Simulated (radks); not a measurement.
# Si in [Ne] 3s2 3p2: an all-electron calculation

The task here is to estimate one member of a computed series from the others.

The numbers are computed with radks (a radial shooting solver on a logarithmic mesh, Libxc functionals) version 1 (Dirac Kohn-Sham, BLYP, spin-unpolarised, spherical densities, point nucleus; open shells are shared between the two j in proportion to 2j + 1), except any that are marked as measured or tabulated.

**What is computed**

| Item | Value |
| --- | --- |
| element | silicon (Z = 14) |
| charge | 0 |
| electrons | 14 |
| configuration | [Ne] 3s2 3p2 |

The outer shells:

Si
```
[Ne] core
3s [↑↓]
3p [↑ ][↑ ][  ]
```

The first run:

The run's settings:

```text
Z 14
configuration [Ne] 3s2 3p2 4s0 3d0 4p0 4f0
relativity Dirac
functional b88,lyp
spin unpolarised
j_filling average
nucleus point
c 137.035999084
```

Command:

```console
$ python run_ks.py task.json out
```

All runs below come from this command, one after another.

One table of the session follows, with a row left open; its other results are not shown here.

It belongs to the step «Orbitals and density». Sizes of the orbitals, from the radial functions (bohr):

| level | <r> | outermost maximum (interpolated) | 90 % within | nodes |
| --- | --- | --- | --- | --- |
| 1s1/2 | 0.1113 | 0.0726 | 0.199 | 0 |
| 2s1/2 | 0.5686 | 0.454 | 0.897 | 1 |
| 2p1/2 | 0.5364 | 0.386 | 0.903 | 0 |
| 2p3/2 | ? | ? | ? | ? |
| 3s1/2 | 2.154 | 1.77 | 3.30 | 2 |
| 3p1/2 | 2.809 | 2.14 | 4.50 | 1 |
| 3p3/2 | 2.819 | 2.14 | 4.52 | 1 |

**Question.** Estimate the row for 2p3/2.

**Answer.** <r>: 0.5386; outermost maximum (interpolated): 0.388; 90 % within: 0.906; nodes: 0. In the column «<r>» it lies between 2p1/2 (0.5364) and 2s1/2 (0.5686).

To keep in mind: Spin polarisation and multiplet splitting are left out.
